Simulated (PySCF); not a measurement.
# C2H4OSSi: the cost of one run

Computed with PySCF 2.14.0, with density-fitted response routines of our own, on a single molecule in the gas phase. Atoms are numbered from 0 throughout.

### Step 1. The molecule as given

9 atoms, charge 0, multiplicity 1; geometry from: GFN2-xTB. The atoms were then displaced at random by about 0.01 Å, so the start is not that level's minimum.

Bonds of the start (Å): C0–C1 1.23, C1–Si2 1.86, Si2–O3 1.59, Si2–S4 2.14, C0–H5 1.03, Si2–H6 1.45, O3–H7 0.95, S4–H8 1.30.

### Step 2. Relaxing the molecule at PBE0-D3(BJ)/def2-SVP

Job settings and geometry (Å):

```
{"job": {"xc": "PBE0", "basis": "def2-SVP", "d3": "d3bj", "grid": 1, "shake": 0.01, "kind": "geom"}, "charge": 0, "multiplicity": 1}
C      2.461160    -0.327600     0.038940
C      1.244640    -0.269660     0.194730
Si    -0.597420    -0.144830     0.455830
O     -1.362990    -0.543800    -0.885190
S     -1.154940     1.898430     0.757560
H      3.478530    -0.337100    -0.110590
H     -0.971360    -0.928370     1.621490
H     -1.270260    -1.391130    -1.301050
H     -1.769550     2.026910    -0.378210
```

On the command line:

```console
$ OMP_NUM_THREADS=1 python probes_run.py task.json out
```

The driver reads the jobs from task.json and runs them one after another.

Q: Estimate the wall time and peak memory of this first job on 1 thread of Arm Neoverse V1, shared host.

About 89 s, with a peak of 0.41 GiB.
